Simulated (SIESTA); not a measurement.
Crystal: Al.

```
CELL_PARAMETERS angstrom
2.82708 0.00000 0.00000
-1.41354 2.44832 0.00000
0.00000 0.00000 9.18599
ATOMIC_POSITIONS crystal
Al 0.66667 0.33333 0.75000
Al 0.00000 0.00000 0.50000
Al 0.33333 0.66667 0.25000
Al 0.00000 0.00000 0.00000
```

This isn't the form of Al at room conditions, which is fcc.

| Property | Result |
| --- | --- |
| Program | SIESTA 5.4.2 |
| Task | single point |
| Functional | PBEsol |
| Potentials or basis | PseudoDojo 0.4 standard (PBEsol files) |
| Basis | DZP (energy shift 0.003 Ry) |
| Grid cutoff | 500 Ry |
| Energy shift | 0.003 Ry |
| k mesh | 11 × 11 × 3 |
| Occupations | fermi-dirac, width 0.05 eV |
| Spin | no spin polarisation |

On this cell: pressure 2.2 GPa; largest force under 0.003 eV/Å; band gap on the k mesh none (metal or under the smearing width).

The same run follows on a disturbed copy (atoms moved at random, drawn with an rms of 0.05 Å):

```
CELL_PARAMETERS angstrom
2.82708 0.00000 0.00000
-1.41354 2.44832 0.00000
0.00000 0.00000 9.18599
ATOMIC_POSITIONS crystal
Al 0.65127 0.31810 0.75372
Al 0.99320 0.99651 0.49419
Al 0.34628 0.67745 0.24799
Al 0.99426 0.99988 0.99927
```

Q: What does the disturbed cell give?

A: The energy (extrapolated to zero smearing) moves by +4.5 meV/atom; pressure 2.3 GPa; largest force 0.360 eV/Å; band gap on the k mesh none (metal or under the smearing width).

Forces in eV/Å, atoms in the order of the input:
```
Al   0.014  0.049 -0.356
Al   0.026  0.012  0.336
Al  -0.061 -0.054 -0.035
Al   0.022 -0.007  0.056
```

Stress tensor (GPa, compression positive):
```
 1.68  0.04  0.00
 0.04  1.55 -0.04
 0.00 -0.04  3.77
```

Caveats: the basis of atomic orbitals isn't converged, which shifts pressures, moduli and gaps.
